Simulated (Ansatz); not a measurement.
# Cr (Chromium): the cost of one run

Program: Ansatz 0.2.0. Level of theory: DFT PBE, scalar-relativistic. These are calculated values, not measurements.

### Step 1. The system as given

The cell holds 4 atoms (Cr4): a = 4.995 Å, b = 4.995 Å, c = 2.498 Å, α = 109.47°, β = 109.47°, γ = 109.47°.

As a file:

```xyz
4
Lattice="-2.8839 2.8839 2.8839 2.8839 -2.8839 2.8839 1.4420 1.4420 -1.4420" Properties=species:S:1:pos:R:3 pbc="T T T"
Cr    0.0000    0.0000    0.0000
Cr    1.4420   -1.4420    1.4420
Cr   -1.4420    1.4420    1.4420
Cr    0.0000    0.0000    2.8839
```

The geometry is a database entry used as it stands. It may stem from high pressure or temperature, or be incomplete, so it serves as a test cell.

### Step 2. PAW on the default files

Contents of input.yaml:

```yaml
crystal:
  lattice:
    - [-2.8839, 2.8839, 2.8839]
    - [2.8839, -2.8839, 2.8839]
    - [1.44195, 1.44195, -1.44195]
  atoms:
    - { symbol: Cr, position: [0.0, 0.0, 0.0], spin: 3.0 }
    - { symbol: Cr, position: [0.0, 0.5, 0.0], spin: 3.0 }
    - { symbol: Cr, position: [0.5, 0.0, 0.0], spin: 3.0 }
    - { symbol: Cr, position: [0.5, 0.5, 0.0], spin: 3.0 }
magnetization:
  spin_polarized: true
kpoints:
  mp_grid: { grid: [5, 5, 9] }
scf:
  occupations: { method: fermi_dirac, width: 0.08 }
hamiltonian:
  xc: pbe
  pseudopotentials: { kind: paw }
output:
  forces: true
  stress: true
md:
  timestep: 3.0
  n_steps: 15
  ensemble: nve
  temperature: 500
  initial_velocities: maxwell_boltzmann
  seed: 203511
```

Started as:

```console
$ ansatz run input.yaml --threads 2 --pin off --max-ram 6144MiB --backend cpu --events-out ev --progress --plain --runs-dir out
```

Q: Estimate wall time and peak memory on 2 threads of Intel Xeon Platinum 8259CL at 2.50GHz (Skylake/Cascade Lake), shared host.

About 7 min, with a peak of 0.92 GiB.
